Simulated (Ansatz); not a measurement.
# BGeHSi: the cost of one run

Computed with Ansatz 0.2.0, Gaussian basis. Level: cc-pVTZ, core rule «outside noble gas», up to 20 orbitals frozen.

The runs, in order: UHF; CCSD(T) on ROHF; CCSD(T) on UHF; BCCD(T) on ROHF; CCSDT(Q) on ROHF.

5 further runs of the same task are left out: 1 that didn't finish, 4 set aside as unsound or not needed.

## 1. The system

The geometry is a PBE0/def2-TZVP stationary point (not a proven minimum). No spin-orbit coupling is included. The filled d shell of Ge may be among the frozen orbitals whatever the setting's name suggests; the logs give the count.

4 atoms, charge 0, spin multiplicity 3.

Atoms are counted from 1 here; the program's logs count them from 0.

Bond lengths: B1–Si2 1.955 Å, B1–Ge3 2.037 Å, Si2–Ge3 2.247 Å, Si2–H4 1.493 Å. Angles: Si2–B1–Ge3 68.5°, B1–Si2–Ge3 57.5°, B1–Si2–H4 125.2°, Ge3–Si2–H4 177.3°, B1–Ge3–Si2 54.0°.

## 2. UHF

Input file in.yaml:

```yaml
crystal:
  periodic: [false, false, false]
  atoms:
    - {symbol: B, position_ang: [0.000000, -1.455407, 0.585347]}
    - {symbol: Si, position_ang: [0.000000, 0.259390, 1.523825]}
    - {symbol: Ge, position_ang: [0.000000, 0.110375, -0.718019]}
    - {symbol: H, position_ang: [0.000000, 0.428237, 3.007464]}
basis:
  gaussian: {orbitals: cc-pVTZ}
magnetization: {spin_polarized: true, initial_magnetization: 2}
hamiltonian: {xc: hf}
output: {orbitals: {seedname: orbitals}}
```

Launch:

```console
$ ansatz run in.yaml --threads 1 --pin off --events-out ev --progress --plain --max-ram 4096MiB --backend cpu
```

**Question.** How long does this run take on 1 thread of AMD EPYC 7R13, shared host, and how much memory does it need?

About 13 s, with a peak of 0.46 GiB.
